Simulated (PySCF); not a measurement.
# MoOF₂: structure of the singlet

The task is one start of a wider search on MoOF₂: the singlet, from a PBE0 minimum start. It is relaxed, tested by its Hessian and followed downhill if it is a saddle.

The runs use PySCF 2.14.0; PBE0, basis Mo def2-SVP with ECP28, O def2-SVP, F def2-SVP, scalar-relativistic core potentials, no spin–orbit coupling, density fitting.

## Step 1: Where the work starts

4 atoms, charge 0, spin multiplicity 1.

Bond lengths: Mo1–O2 1.643 Å, Mo1–F3 1.833 Å, Mo1–F4 1.833 Å. Angles: O2–Mo1–F3 116.1°, O2–Mo1–F4 116.1°, F3–Mo1–F4 127.8°.

```xyz
4
charge 0 multiplicity 1
Mo    0.0000    0.0000   -0.0286
O     0.0000    0.0000   -1.6716
F    -1.6464    0.0000    0.7775
F     1.6464    0.0000    0.7775
```

## Step 2: Finding the electronic state

One driver script runs all steps and calls PySCF; scf.py shows how it sets up the SCF of each step. The optimiser is the driver's own. After this first run the driver tries any further starts and a stability analysis.

Input file scf.py:

```python
from pyscf import gto, scf, dft
mol = gto.M(atom='''
Mo    -0.000000    -0.000000    -0.028650
O      0.000000     0.000000    -1.671620
F     -1.646440     0.000000     0.777490
F      1.646440     0.000000     0.777490''',
    basis={'Mo': 'def2-SVP', 'O': 'def2-SVP', 'F': 'def2-SVP'},
    ecp={'Mo': 'def2-SVP'},
    charge=0, spin=0)
mf = dft.RKS(mol, xc='PBE0')
mf.grids.atom_grid = (50, 194)
aux = {'Mo': 'def2-universal-JKFIT', 'O': 'def2-universal-JKFIT', 'F': 'def2-universal-JKFIT'}
mf = mf.density_fit(auxbasis=aux)
mf.conv_tol = 1e-08
mf.diis_space = 10
mf.max_cycle = 60
mf.init_guess = 'minao'
mf.verbose = 4
mf.kernel()
```

Launch:

```console
$ OMP_NUM_THREADS=2 python axn.py task.json out
```

Output:

```text
init E= -335.076660543288
  HOMO = -0.392815263316053  LUMO = -0.390063065492798  gap/eV = 0.07489
cycle= 1 E= -342.363185646923  delta_E= -7.29  |g|= 1.25  |ddm|= 3.08
  HOMO = -0.208237461212795  LUMO = -0.18945717297327  gap/eV = 0.51104
cycle= 2 E= -339.28025586879  delta_E= 3.08  |g|= 4.03  |ddm|= 2.93
  HOMO = -0.129467219861196  LUMO = -0.111872343343978  gap/eV = 0.47878
cycle= 3 E= -342.547041706917  delta_E= -3.27  |g|= 0.689  |ddm|= 2.61
  HOMO = -0.194843657308709  LUMO = -0.142102528463433  gap/eV = 1.43516
cycle= 4 E= -342.622521911213  delta_E= -0.0755  |g|= 0.328  |ddm|= 0.627
  HOMO = -0.214673725274785  LUMO = -0.159684889674558  gap/eV = 1.49632
cycle= 5 E= -342.641124683957  delta_E= -0.0186  |g|= 0.0751  |ddm|= 0.232
  HOMO = -0.201491052030221  LUMO = -0.14750922440426  gap/eV = 1.46892
cycle= 6 E= -342.642408709495  delta_E= -0.00128  |g|= 0.0195  |ddm|= 0.07
  HOMO = -0.201063809803948  LUMO = -0.147166695248092  gap/eV = 1.46662
cycle= 7 E= -342.642485129232  delta_E= -7.64e-05  |g|= 0.00315  |ddm|= 0.0114
  HOMO = -0.201017947248776  LUMO = -0.147144713788641  gap/eV = 1.46597
cycle= 8 E= -342.642487119805  delta_E= -1.99e-06  |g|= 0.000307  |ddm|= 0.00216
  HOMO = -0.20105055135652  LUMO = -0.147167709424519  gap/eV = 1.46623
cycle= 9 E= -342.642487149719  delta_E= -2.99e-08  |g|= 6.21e-05  |ddm|= 0.000384
  HOMO = -0.201055563796764  LUMO = -0.147170500949201  gap/eV = 1.46629
cycle= 10 E= -342.642487151885  delta_E= -2.17e-09  |g|= 1.05e-05  |ddm|= 0.000121
  HOMO = -0.201056225090188  LUMO = -0.147170683866705  gap/eV = 1.46630
Extra cycle  E= -342.642487151929  delta_E= -4.48e-11  |g|= 1.79e-05  |ddm|= 2.99e-05
converged SCF energy = -342.642487151929
```

This step, with its further starts and checks, ran for 5.7 s (2 threads of Arm Neoverse N1, shared host).

This is not the lowest solution: one lies 138.8 kJ/mol lower, at -342.69535 Eh, and the relaxation starts from that.

## Step 3: PBE0 minimum start, singlet: relaxation

The program finds C2v symmetry in the start, which this walk keeps. Threshold on the gradient: 0.0003 Eh/bohr, with a further test on the energy change.

scf.py, as its differences from that of step 2:

```diff
@@ -3,4 +3,4 @@
-Mo    -0.000000    -0.000000    -0.028650
-O      0.000000     0.000000    -1.671620
-F     -1.646440     0.000000     0.777490
-F      1.646440     0.000000     0.777490''',
+Mo     0.000000     0.000000    -0.028648
+O      0.000000     0.000000    -1.671618
+F     -1.646440     0.000000     0.777492
+F      1.646440     0.000000     0.777492''',
@@ -17 +16,0 @@
-mf.init_guess = 'minao'
```

Energy and gradient, step by step:

| step | energy (Eh) | change (kJ/mol) | largest symmetric gradient (Eh/bohr) |
| --- | --- | --- | --- |
| 0 | -342.695353 | 0.00 | 0.00016 |

The walk took 1.7 s.

After 0 steps and 0.0 kJ/mol it ends at C2v: Mo–F 1.833 Å (×2), Mo–O 1.643 Å; F–Mo–F 127.8°, F–Mo–O 116.1° (×2).

## Step 4: Frequencies

The point is checked on the finer grid, and tightened if its gradient asks for it. The Hessian and the dipole derivatives come from central differences of analytic gradients, with steps of 0.02 bohr.

scf.py, as its differences from that of step 3:

```diff
@@ -3,4 +3,4 @@
-Mo     0.000000     0.000000    -0.028648
-O      0.000000     0.000000    -1.671618
-F     -1.646440     0.000000     0.777492
-F      1.646440     0.000000     0.777492''',
+Mo     0.000000     0.000000    -0.028595
+O      0.000000     0.000000    -1.671602
+F     -1.646628     0.000000     0.777457
+F      1.646628     0.000000     0.777457''',
@@ -11 +11 @@
-mf.grids.atom_grid = (50, 194)
+mf.grids.atom_grid = (75, 302)
@@ -14 +14 @@
-mf.conv_tol = 1e-08
+mf.conv_tol = 1e-10
```

This SCF starts from the last density.

Log of the central SCF (cycles and frontier levels):

```text
init E= -342.695362378792
  HOMO = -0.253267543317346  LUMO = -0.142280882470555  gap/eV = 3.02010
cycle= 1 E= -342.695362378757  delta_E= 3.5e-11  |g|= 1.51e-05  |ddm|= 1.63e-05
  HOMO = -0.253270887185945  LUMO = -0.14228421340508  gap/eV = 3.02010
cycle= 2 E= -342.695362378531  delta_E= 2.26e-10  |g|= 3.73e-05  |ddm|= 3.58e-05
  HOMO = -0.253268675950252  LUMO = -0.142281957792672  gap/eV = 3.02010
cycle= 3 E= -342.695362378792  delta_E= -2.61e-10  |g|= 7.06e-06  |ddm|= 2.59e-05
  HOMO = -0.253268695735152  LUMO = -0.142282048374891  gap/eV = 3.02010
cycle= 4 E= -342.695362378802  delta_E= -9.89e-12  |g|= 4.03e-07  |ddm|= 4.49e-06
  HOMO = -0.253268553854927  LUMO = -0.142281867199927  gap/eV = 3.02010
Extra cycle  E= -342.695362378802  delta_E= -3.41e-13  |g|= 9.17e-07  |ddm|= 1.09e-06
converged SCF energy = -342.695362378802
```

The whole step took 38 s.

Geometry: C2v; Mo–F 1.833 Å (×2), Mo–O 1.643 Å; F–Mo–F 127.8°, F–Mo–O 116.1° (×2).

Harmonic modes (main isotopes):

```json
{"symmetry": "b1", "ω (cm⁻¹)": "81", "IR (km/mol)": "10.0", "μ (u)": "25.04", "type": "bend"}
{"symmetry": "a1", "ω (cm⁻¹)": "174", "IR (km/mol)": "8.8", "μ (u)": "21.60", "type": "bend"}
{"symmetry": "b2", "ω (cm⁻¹)": "265", "IR (km/mol)": "7.4", "μ (u)": "18.24", "type": "bend"}
{"symmetry": "a1", "ω (cm⁻¹)": "685", "IR (km/mol)": "57.3", "μ (u)": "19.94", "type": "stretch"}
{"symmetry": "b2", "ω (cm⁻¹)": "751", "IR (km/mol)": "155", "μ (u)": "24.02", "type": "stretch"}
{"symmetry": "a1", "ω (cm⁻¹)": "1108", "IR (km/mol)": "160", "μ (u)": "18.10", "type": "stretch"}
```

All wavenumbers are real: a minimum.

Properties at this point:

```
Dipole moment                                                   : 0.75 D
Highest occupied level                                          : -6.89 eV
Lowest empty level                                              : -3.87 eV
Rotational constants                                            : 0.2489, 0.1636, 0.09872 cm⁻¹
Zero-point energy                                               : 18.3 kJ/mol
Principal polarisabilities                                      : 30.3, 36.3, 37.7 bohr³
Atomisation energy without zero-point energy                    : 1549 kJ/mol
Principal traceless quadrupole moments about the centre of mass : -2.88, -0.60, 3.48 D Å
Entropy at 298.15 K and 1 bar                                   : 308.1 J/(mol K)
Heat capacity Cp at 298.15 K                                    : 64.4 J/(mol K)
Enthalpy at 298.15 K above 0 K                                  : 15.37 kJ/mol
Rotational symmetry number                                      : 2
```

Charges (e) and bond orders:

```csv
atom,Mulliken,Löwdin,polar tensor,Mayer order to Mo1
Mo1,1.01,0.32,1.77,–
O2,-0.31,-0.06,-0.67,2.31
"F3,4",-0.35,-0.13,-0.55,1.06
```

Outer orbital energies (eV). occupied: -13.57, -13.41, -13.09, -12.79, -11.80, -11.77, -11.20, -6.89; empty: -3.87, -2.93, -1.20, -0.83.

Mulliken populations on Mo1 (outside its core potential): s 2.62, p 6.32, d 3.96, f 0.09.

## Step 5: A spin-polarised start

A stability analysis found the closed shell of the lowest minimum unstable towards spin polarisation, so the unrestricted solution is followed.

The program finds C2v symmetry in the start, which may break. Threshold on the gradient: 0.0003 Eh/bohr, with a further test on the energy change.

scf.py, as its differences from that of step 4:

```diff
@@ -3,4 +3,4 @@
-Mo     0.000000     0.000000    -0.028595
-O      0.000000     0.000000    -1.671602
-F     -1.646628     0.000000     0.777457
-F      1.646628     0.000000     0.777457''',
+Mo     0.000000     0.000000    -0.028623
+O      0.000000     0.000000    -1.671629
+F     -1.646628     0.000000     0.777430
+F      1.646628     0.000000     0.777430''',
@@ -10,2 +10,2 @@
-mf = dft.RKS(mol, xc='PBE0')
-mf.grids.atom_grid = (75, 302)
+mf = dft.UKS(mol, xc='PBE0')
+mf.grids.atom_grid = (50, 194)
@@ -14 +14 @@
-mf.conv_tol = 1e-10
+mf.conv_tol = 1e-08
```

Energy and gradient, step by step:

| step | energy (Eh) | change (kJ/mol) | largest gradient (Eh/bohr) |
| --- | --- | --- | --- |
| 0 | -342.706493 | 0.00 | 0.01485 |
| 1 | -342.707459 | -2.54 | 0.00676 |
| 2 | -342.707683 | -3.13 | 0.00296 |
| 3 | -342.707857 | -3.58 | 0.00196 |
| 4 | -342.707870 | -3.61 | 0.00067 |
| 5 | -342.707867 | -3.61 | 0.00040 |
| 6 | -342.707871 | -3.62 | 0.00001 |

The walk took 23 s.

Positions (Å) and forces (eV/Å) along the way:

```
step 0
Mo   0.000   0.000  -0.029   0.000   0.000  -0.764
O    0.000   0.000  -1.672   0.000   0.000  -0.214
F   -1.647   0.000   0.777  -0.560   0.000   0.489
F    1.647   0.000   0.777   0.559   0.000   0.489
step 1
Mo   0.000   0.000  -0.047   0.000   0.000  -0.348
O    0.000   0.000  -1.694   0.000   0.000   0.156
F   -1.656   0.000   0.798   0.121   0.000   0.096
F    1.656   0.000   0.798  -0.121   0.000   0.096
step 3
Mo   0.000   0.001  -0.084   0.000  -0.002   0.075
O    0.000   0.000  -1.731   0.000   0.001   0.004
F   -1.618   0.000   0.835   0.101   0.001  -0.040
F    1.618   0.000   0.835  -0.101   0.001  -0.040
step 6
Mo   0.000   0.000  -0.088   0.000   0.000   0.000
O    0.000   0.000  -1.735   0.000   0.000   0.000
F   -1.609   0.000   0.839   0.000   0.000   0.000
F    1.609   0.000   0.839   0.000   0.000   0.000
```

It settles in C2v symmetry, 3.6 kJ/mol below the start, after 6 steps: Mo–F 1.857 Å (×2), Mo–O 1.647 Å; F–Mo–F 120.1°, F–Mo–O 119.9° (×2).

## Step 6: Is it a minimum? Harmonic modes

The same treatment as at the point before.

scf.py, as its differences from that of step 5:

```diff
@@ -3,4 +3,4 @@
-Mo     0.000000     0.000000    -0.028623
-O      0.000000     0.000000    -1.671629
-F     -1.646628     0.000000     0.777430
-F      1.646628     0.000000     0.777430''',
+Mo     0.000000    -0.000000    -0.060771
+O      0.000000    -0.000003    -1.707535
+F     -1.606864     0.000002     0.870560
+F      1.606864     0.000002     0.870560''',
@@ -11 +11 @@
-mf.grids.atom_grid = (50, 194)
+mf.grids.atom_grid = (75, 302)
@@ -14 +14 @@
-mf.conv_tol = 1e-08
+mf.conv_tol = 1e-10
```

Log of the central SCF (cycles and frontier levels):

```text
init E= -342.707981137591
[... the frontier-level lines of each cycle are left out ...]
cycle= 1 E= -342.707981137588  delta_E= 2.56e-12  |g|= 3.2e-06  |ddm|= 2.62e-06
Extra cycle  E= -342.707981137547  delta_E= 4.11e-11  |g|= 1.06e-05  |ddm|= 8.49e-06
converged SCF energy = -342.707981137547  <S^2> = 0.89115696  2S+1 = 2.136499
```

The whole step ran for 81 s (2 threads of Arm Neoverse N1, shared host).

Geometry: C2v; Mo–F 1.857 Å (×2), Mo–O 1.647 Å; F–Mo–F 119.8°, F–Mo–O 120.1° (×2).

Harmonic modes (main isotopes):

```json
{"ω (cm⁻¹)": "135", "IR (km/mol)": "19.7", "type": "bend"}
{"ω (cm⁻¹)": "155", "IR (km/mol)": "10.5", "type": "bend"}
{"ω (cm⁻¹)": "222", "IR (km/mol)": "15.0", "type": "bend"}
{"ω (cm⁻¹)": "663", "IR (km/mol)": "70.9", "type": "stretch"}
{"ω (cm⁻¹)": "709", "IR (km/mol)": "169", "type": "stretch"}
{"ω (cm⁻¹)": "1100", "IR (km/mol)": "175", "type": "stretch"}
```

All wavenumbers are real: a minimum.

Here the density breaks the symmetry of the frame, and no labels are given.

Constants and moments:

| Item | Value |
| --- | --- |
| Dipole moment | 0.25 D |
| Highest occupied level | -7.37 eV |
| Lowest empty level | -3.34 eV |
| Rotational constants | 0.2224, 0.1718, 0.09694 cm⁻¹ |
| Zero-point energy | 17.9 kJ/mol |
| Principal polarisabilities | 30.1, 30.8, 35.5 bohr³ |
| Atomisation energy without zero-point energy | 1582 kJ/mol |
| Principal traceless quadrupole moments about the centre of mass | -4.10, -2.53, 6.63 D Å |
| Entropy at 298.15 K and 1 bar | 306.8 J/(mol K) |
| Heat capacity Cp at 298.15 K | 65.1 J/(mol K) |
| Enthalpy at 298.15 K above 0 K | 15.41 kJ/mol |
| Rotational symmetry number | 2 |
| Spin squared ⟨S²⟩ | 0.891 |

Charges (e) and bond orders:

```csv
atom,Mulliken,Löwdin,polar tensor,spin (Mulliken),Mayer order to Mo1
Mo1,1.08,0.41,1.98,0.00,–
O2,-0.33,-0.07,-0.73,0.00,2.29
"F3,4",-0.38,-0.17,-0.62,0.00,1.02
```

Mulliken populations on Mo1 (outside its core potential): s 2.45, p 6.33, d 4.05, f 0.08.

## Step 7: All stationary points

| spin | group | bonds | imaginary modes (cm⁻¹) | ΔE (kJ/mol) | with zero-point energy |
| --- | --- | --- | --- | --- | --- |
| broken-symmetry (Ms = 0) | C2v (density of lower symmetry) | Mo–F 1.857 Å (×2), Mo–O 1.647 Å | none | 0.0 | 0.0 |
| singlet | C2v | Mo–F 1.833 Å (×2), Mo–O 1.643 Å | none | 33.1 | 33.6 |

## Step 8: Outcome

| quantity | value |
| --- | --- |
| minimum | broken-symmetry (Ms = 0), C2v |
| geometry | Mo–F 1.857 Å (×2), Mo–O 1.647 Å; F–Mo–F 119.8°, F–Mo–O 120.1° (×2) |
| wavenumbers (cm⁻¹) | 135, 155, 222, 663, 709, 1100 |
| dipole moment | 0.25 D |
| highest occupied, lowest empty level (either spin) | -7.37, -3.34 eV |
| polar-tensor charge of Mo1 | +1.98 e |
| zero-point energy | 17.9 kJ/mol |
| entropy at 298.15 K | 306.8 J/(mol K) |
| atomisation energy (no zero-point energy) | 1582 kJ/mol |
| ⟨S²⟩ | 0.891 |

**Reading.** The molecule stays C2v, as typed, and the end point is a minimum. The determinant is spin-contaminated (⟨S²⟩ = 0.89 against 0.00), so it is no pure spin state. The strongest infrared band lies at 1100 cm⁻¹ (stretch). The first SCF alone would have been 139 kJ/mol too high. Only this shape and spin were tried, so other structures or states may lie lower. The SCF density has lower symmetry than the nuclear frame.

The search up to here took 2.6 min.
